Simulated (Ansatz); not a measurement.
# WC: response to strain

WC is deformed so: zz strain of +1 %. What stress and forces result, by LAPW, PAW and all-electron datasets made for the crystal?

Method: DFT PBEsol, scalar-relativistic, in Ansatz 0.2.0.

## 1. The starting structure

It takes space group P-6m2 (No. 187, hexagonal). The conventional cell has a = 2.901 Å, b = 2.901 Å, c = 2.829 Å, α = 90.00°, β = 90.00°, γ = 120.00°. W (site symmetry -6m2) has 6 C at 2.19 Å as nearest neighbours. Around C (site symmetry -6m2) lie 6 W at 2.19 Å.

Structure file:

```cif
data_structure
_symmetry_space_group_name_H-M 'P-6m2'
_symmetry_Int_Tables_number 187
_cell_length_a 2.9005
_cell_length_b 2.9005
_cell_length_c 2.8290
_cell_angle_alpha 90.000
_cell_angle_beta 90.000
_cell_angle_gamma 120.000
_cell_volume 20.61
loop_
_atom_site_label
_atom_site_type_symbol
_atom_site_symmetry_multiplicity
_atom_site_Wyckoff_symbol
_atom_site_fract_x
_atom_site_fract_y
_atom_site_fract_z
_atom_site_occupancy
W1 W 1 a 0.00000 0.00000 0.00000 1
C1 C 1 f 0.66667 0.33333 0.50000 1
```

The file gives the conventional cell by its symmetry; the runs use the cell typed in the input.

Atoms are numbered in the order of the input: W1, C2.

## 2. The deformed structure

Space group P-6m2 before, P-6m2 after.

## 3. All-electron LAPW

Input file input.yaml:

```yaml
crystal:
  lattice:
    - [2.900501436, 0.0, 0.0]
    - [-1.450250718, 2.5119079273, 0.0]
    - [0.0, 0.0, 2.85729]
  atoms:
    - { symbol: W, position: [0.0, 0.0, 0.0] }
    - { symbol: C, position: [0.6666666667, 0.3333333333, 0.5] }
kpoints:
  mp_grid: { grid: [13, 13, 12] }
  band_path:
    path:
      - [0.0, 0.0, 0.0]
      - [0.5, 0.0, 0.0]
      - [0.3333333333, 0.3333333333, 0.0]
      - [0.0, 0.0, 0.0]
      - [0.0, 0.0, 0.5]
      - [0.5, 0.0, 0.5]
      - [0.3333333333, 0.3333333333, 0.5]
      - [0.0, 0.0, 0.5]
      - [0.5, 0.0, 0.5]
    npoints: 5
scf:
  occupations: { method: fermi_dirac, width: 0.05 }
hamiltonian:
  xc: pbesol
  pseudopotentials: { kind: all_electron, lapw: { basis_error: 0.001 } }
output:
  forces: true
  stress: true
  eigenvalues: true
```

Launch:

```bash
$ ansatz run input.yaml --threads 1 --pin off --max-ram 3072MiB --backend cpu --events-out ev --progress --plain --runs-dir out
```

## 4. PAW with frozen cores

Input file input.yaml:

```yaml
crystal:
  lattice:
    - [2.900501436, 0.0, 0.0]
    - [-1.450250718, 2.5119079273, 0.0]
    - [0.0, 0.0, 2.85729]
  atoms:
    - { symbol: W, position: [0.0, 0.0, 0.0] }
    - { symbol: C, position: [0.6666666667, 0.3333333333, 0.5] }
kpoints:
  mp_grid: { grid: [13, 13, 12] }
scf:
  occupations: { method: fermi_dirac, width: 0.05 }
hamiltonian:
  xc: pbesol
  pseudopotentials: { kind: paw }
output:
  forces: true
  stress: true
  eigenvalues: true
  efg: { contact_densities: true }
```

## 5. Datasets made for this crystal

input.yaml, as its differences from that of step 4:

```diff
@@ -14,3 +14,3 @@
   xc: pbesol
-  pseudopotentials: { kind: paw }
+  pseudopotentials: { kind: all_electron, datasets: crystal }
 output:
```

(Steps that only read results are left out.)

What does the calculation give? Wanted: pressure; largest shear or deviatoric stress.

The runs gave:

| quantity | value |
| --- | --- |
| pressure | LAPW -5.06, PAW -5.13, crystal datasets -5.06 GPa |
| largest shear or deviatoric stress (LAPW) | 5.40 GPa |

In words: The largest part of the stress beyond the pressure is 5.40 GPa in size, in the zz component; the atoms are carried along and not relaxed. No run of the undeformed cell stands beside it, so the pressure holds what the given cell had before the change. PAW: stress within 0.07 GPa of LAPW. Crystal datasets: stress within 0.01 GPa of LAPW. Spin-orbit coupling is left out, though the cell holds W; in elements this heavy it can shift bands and gaps by tenths of an eV.
